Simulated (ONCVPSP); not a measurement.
**Pseudopotential generation for nickel: ONCV, LDA (Perdew-Wang 92)**

Do these settings give a usable potential? It is generated, then checked for transferability, scattering, ghosts and hardness.

Program: ONCVPSP 4.0.1.1 (patched build). Reference atom: LDA (Perdew-Wang 92), scalar-relativistic, spherical and spin-unpolarised. All values are calculated.

## Step 1: Settings

The settings as typed:

| Item | Value |
| --- | --- |
| element | nickel (Ni, Z = 28) |
| type | optimised norm-conserving Vanderbilt (ONCV) |
| frozen core | [Ne] |
| valence charge | 18 |
| reference configuration | 3s2 3p6 3d8 4s2 |
| partial waves | 3s+4s: rc 1.15 bohr, ncon 4, nbas 7, qcut 9.4 1/bohr, 2 projectors; 3p: rc 0.80 bohr, ncon 3, nbas 8, qcut 9 1/bohr, 1 projector; 3d: rc 0.80 bohr, ncon 4, nbas 9, qcut 22.4 1/bohr, local |
| local potential | the d channel |
| core correction | not asked for |

An earlier all-electron run gives the scale for the radii.

All-electron outer shells of the reference configuration (LDA (PZ), scalar-relativistic, ld1.x):

```json
{"shell": "2p", "level (eV)": "-844.17", "outermost node (bohr)": "–", "outermost maximum (bohr)": "0.16"}
{"shell": "3s", "level (eV)": "-110.50", "outermost node (bohr)": "0.30", "outermost maximum (bohr)": "0.64"}
{"shell": "3p", "level (eV)": "-71.26", "outermost node (bohr)": "0.27", "outermost maximum (bohr)": "0.65"}
{"shell": "3d", "level (eV)": "-9.14", "outermost node (bohr)": "–", "outermost maximum (bohr)": "0.63"}
{"shell": "4s", "level (eV)": "-5.87", "outermost node (bohr)": "0.92", "outermost maximum (bohr)": "2.21"}
{"shell": "4p", "level (eV)": "-1.34", "outermost node (bohr)": "1.00", "outermost maximum (bohr)": "3.14"}
```

## Step 2: Generation

File Ni.dat:

```
# ATOM AND REFERENCE CONFIGURATION
# atsym  z   nc   nv     iexc    psfile
  Ni 28.00    3    4  -001012      upf
#
#   n    l    f
    1    0    2.00
    2    0    2.00
    2    1    6.00
    3    0    2.00
    3    1    6.00
    3    2    8.00
    4    0    2.00
#
# PSEUDOPOTENTIAL AND OPTIMIZATION
# lmax
    2
#
#   l,   rc,      ep,       ncon, nbas, qcut
    0    1.15    0.00    4    7    9.40
    1    0.80    0.00    3    8    9.00
    2    0.80    0.00    4    9   22.40
#
# LOCAL POTENTIAL
# lloc, lpopt,  rc(5),   dvloc0
    2    5    0.80    0.00
#
# VANDERBILT-KLEINMAN-BYLANDER PROJECTORs
# l, nproj, debl
    0    2    2.10
    1    1    0.40
    2    0    0.50
#
# MODEL CORE CHARGE
# icmod, fcfact, rcfact
    0    0.00    0.00
#
# LOG DERIVATIVE ANALYSIS
# epsh1, epsh2, depsh
   -6.00    5.00    0.04
#
# OUTPUT GRID
# rlmax, drl
    6.00    0.01
#
# TEST CONFIGURATIONS
# ncnf
    4
# nvcnf
#   n    l    f
    4
    3    0    2.00
    3    1    6.00
    3    2    8.00
    4    0    1.00
#
    4
    3    0    2.00
    3    1    6.00
    3    2    8.00
    4    0    0.00
#
    4
    3    0    2.00
    3    1    6.00
    3    2    7.00
    4    0    0.00
#
    5
    3    0    2.00
    3    1    6.00
    3    2    8.00
    4    0    0.00
    4    1    1.00
#
```

Started as:

```console
$ oncvpsp.x < Ni.dat > Ni.out
```

Q: Predict the outcome of this session. Wanted: cutoffs for 1 and 0.1 mHa per electron, occupied waves; bound ghosts; GHOST(+) flags; largest test error; largest phase difference near zero energy, channels read.

**Answer**, as computed:

```
                                                quantity                             value
  cutoffs for 1 and 0.1 mHa per electron, occupied waves                 160 Ha and 187 Ha
                                            bound ghosts                        none found
                                          GHOST(+) flags                       s at 150 eV
                            largest test error (AE − PS)  +23 meV, for 3s2 3p6 3d8 4s0 4p1
largest phase difference near zero energy, channels read                         0.003 rad
```

By total energies transferability is good: the largest error is 23 meV on 15.4 eV, for 3s2 3p6 3d8 4s0 4p1. By its cutoff, 160 Ha for the looser tolerance, it is very hard. At the looser tolerance the 3d wave is the slowest; 3p needs 39 Ha. The program's ghost test flags no bound state. Near zero energy the phases of the channels with partial waves agree within 0.003 rad. The program also flags highly localised states, GHOST(+) (s). All of this concerns the isolated atom, not yet a solid.
